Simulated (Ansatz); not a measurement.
# Al4FeCo3: the cost of one run

Computed with Ansatz 0.2.0 (DFT PBE, scalar-relativistic, plane waves, PAW, unless a step's input says otherwise).

1 further run of the same task is left out (it didn't finish). Runs told in other sessions of the task aren't counted.

## (1) Starting point

The structure is tetragonal, space group P4/mmm (No. 123). Conventional cell: a = 2.855 Å, b = 2.855 Å, c = 11.438 Å, α = 90.00°, β = 90.00°, γ = 90.00°. Al (site symmetry 4mm) is surrounded by 8 Co at 2.46 to 2.48 Å. Al (site symmetry 4mm) has 4 Fe at 2.46 Å and 4 Co at 2.49 Å and 6 Al at 2.83 to 2.87 Å in its first shell of neighbours. Co (site symmetry 4/mmm) is surrounded by 8 Al at 2.48 Å and 6 Co at 2.84 to 2.85 Å. Around Co (site symmetry 4mm) lie 8 Al at 2.46 to 2.49 Å. Around Fe (site symmetry 4/mmm) lie 8 Al at 2.46 Å.

Structure file:

```
Al Co Fe
1.0
     2.85452    0.00000    0.00000
     0.00000    2.85452    0.00000
     0.00000    0.00000   11.43751
Al Co Fe
4 3 1
Direct
  0.00000 0.00000 0.87463
  0.00000 0.00000 0.12537
  0.00000 0.00000 0.37641
  0.00000 0.00000 0.62359
  0.50000 0.50000 0.00000
  0.50000 0.50000 0.24836
  0.50000 0.50000 0.75164
  0.50000 0.50000 0.50000
```

It is the end of an earlier relaxation with the same method, from a generated guess; it is a trial structure. At a tolerance of 0.05 Å it has space group P4/mmm (No. 123); it has 11.65 Å³/atom, an uncorrected energy of -0.53 eV/atom over the elements and, on its mesh, gap none (metal).

## (2) Point at V/V0 = 0.97

input.yaml reads:

```yaml
crystal:
  lattice:
    - [2.8256843942, 0.0, 0.0]
    - [0.0, 2.8256843942, 0.0]
    - [0.0, 0.0, 11.3219720926]
  atoms:
    - { symbol: Al, position: [0.0, 0.0, 0.874633] }
    - { symbol: Al, position: [0.0, 0.0, 0.125367] }
    - { symbol: Al, position: [0.0, 0.0, 0.376412] }
    - { symbol: Al, position: [0.0, 0.0, 0.623588] }
    - { symbol: Co, position: [0.5, 0.5, 0.0] }
    - { symbol: Co, position: [0.5, 0.5, 0.248362] }
    - { symbol: Co, position: [0.5, 0.5, 0.751638] }
    - { symbol: Fe, position: [0.5, 0.5, 0.5], spin: 0.42 }
basis:
  ecutwfc: 420
kpoints:
  mp_grid: { grid: [14, 14, 4] }
hamiltonian:
  xc: pbe
scf:
  occupations: { method: gaussian, width: 0.1 }
output:
  forces: true
  stress: true
  eigenvalues: true
  populations: true
magnetization:
  spin_polarized: true
relax:
  adjacent_minimum: "off"
  f_tol: 0.01
  max_steps: 30
  cell: { stress_tol: 0.1, fix: [volume] }
```

On the command line:

```sh
$ ansatz run input.yaml --threads 4 --pin off --max-ram 8192MiB --backend cpu --events-out ev --progress --plain --runs-dir out
```

What time and memory should one allow on 4 threads of Arm Neoverse V2, shared host?

About 55 s, with a peak of 0.93 GiB.
